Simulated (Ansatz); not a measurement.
**Si2H3NCl4: one species, many methods**

Aim: compute Si2H3NCl4 with functionals from several rungs and with coupled cluster. The yardstick is the atomisation energy at the CCSD(T) limit.

The runs use Ansatz 0.2.0, Gaussian basis; functionals in def2-TZVPP, the program's frozen cores in correlated methods.

Levels to be run: PBE-D4, r2SCAN-D4, PBE0-D4, B3LYP-D4, ωB97X-V, ωB97M-V, B2PLYP; CCSD(T)/def2-TZVPP; MP2/def2-QZVPP; extrapolation to the limit.

## (1) Structure used throughout

All runs share one geometry, relaxed beforehand with PBE0-D4/def2-TZVP.

SMILES `Cl[SiH2]N[Si](Cl)(Cl)Cl`, 10 atoms, charge 0, spin multiplicity 1.

Atoms are counted from 1 here; the program's logs count them from 0.

Bond lengths: Cl1–Si2 2.052 Å, Si2–N3 1.732 Å, Si2–H8 1.478 Å, Si2–H9 1.478 Å, N3–Si4 1.690 Å, N3–H10 1.012 Å, Si4–Cl5 2.032 Å, Si4–Cl6 2.031 Å, Si4–Cl7 2.035 Å. Angles: Cl1–Si2–N3 105.6°, Cl1–Si2–H8 107.9°, Cl1–Si2–H9 108.2°, N3–Si2–H8 112.1°, N3–Si2–H9 111.9°, H8–Si2–H9 110.8°, Si2–N3–Si4 128.1°, Si2–N3–H10 114.9°, Si4–N3–H10 116.9°, N3–Si4–Cl5 112.5°, N3–Si4–Cl6 112.2°, N3–Si4–Cl7 106.2°, Cl5–Si4–Cl6 106.9°, Cl5–Si4–Cl7 109.4°, Cl6–Si4–Cl7 109.7°.

## (2) PBE-D4 (GGA)

in.yaml reads:

```yaml
crystal:
  periodic: [false, false, false]
  atoms:
    - {symbol: Cl, position_ang: [-1.718215, 0.040143, -2.722174]}
    - {symbol: Si, position_ang: [-0.076289, -0.264283, -1.529259]}
    - {symbol: N, position_ang: [-0.578580, 0.167262, 0.071403]}
    - {symbol: Si, position_ang: [0.344350, 0.178494, 1.487685]}
    - {symbol: Cl, position_ang: [0.510095, 2.035944, 2.294128]}
    - {symbol: Cl, position_ang: [-0.442688, -1.021887, 2.925194]}
    - {symbol: Cl, position_ang: [2.191330, -0.497447, 0.965983]}
    - {symbol: H, position_ang: [0.301402, -1.689580, -1.629319]}
    - {symbol: H, position_ang: [1.015702, 0.603669, -2.016901]}
    - {symbol: H, position_ang: [-1.547117, 0.447694, 0.153259]}
basis:
  gaussian: {orbitals: def2-TZVPP}
hamiltonian: {xc: pbe, dispersion: d4}
output: {forces: true, orbitals: {seedname: orbitals}}
```

Run with:

```bash
$ ansatz run in.yaml --threads 2 --pin off --events-out ev --progress --plain --max-ram 32768MiB --backend cuda --devices 0, --max-vram 18GiB
```

Further steps of the session: r2SCAN-D4 (meta-GGA); PBE0-D4 (hybrid); B3LYP-D4 (hybrid); ωB97X-V (range-separated); ωB97M-V (range-separated); B2PLYP (double hybrid); CCSD(T) in def2-TZVPP; MP2 in def2-QZVPP.

Before running them: what should the planned runs give, taken together? Wanted: atomisation energy, CCSD(T)/CBS; farthest; mean size of error, hybrid; mean size of error, range-separated; gap, smallest and largest; T1 diagnostic; triples share of the correlation energy.

As calculated:

| quantity | value |
| --- | --- |
| atomisation energy, CCSD(T)/CBS | 814.5 kcal/mol |
| functionals within 4.1 kcal/mol (0.5 %) | r2SCAN-D4, PBE0-D4 |
| farthest | B2PLYP (-20.5 kcal/mol) |
| mean size of error, hybrid | 7.8 kcal/mol |
| mean size of error, range-separated | 5.4 kcal/mol |
| gap, smallest and largest | 5.98 eV (PBE-D4), 13.06 eV (ωB97X-V) |
| T1 diagnostic | 0.0092 |
| triples share of the correlation energy | 4.2 % |

In words: PBE-D4 is off by +5.5 kcal/mol, about 0.6 kcal/mol a bond. Double hybrids carry the basis error of their MP2 part in triple zeta, and no dispersion term here, so their miss is partly the set-up's. The reference freezes the cores and leaves out relativity and excitations past (T), so misses under about 4.1 kcal/mol can't be ranked. Hartree-Fock recovers 72 % of the binding; the rest is correlation. The gap grows from 6.0 to 13.1 eV across the functionals, mostly with the share of exact exchange.
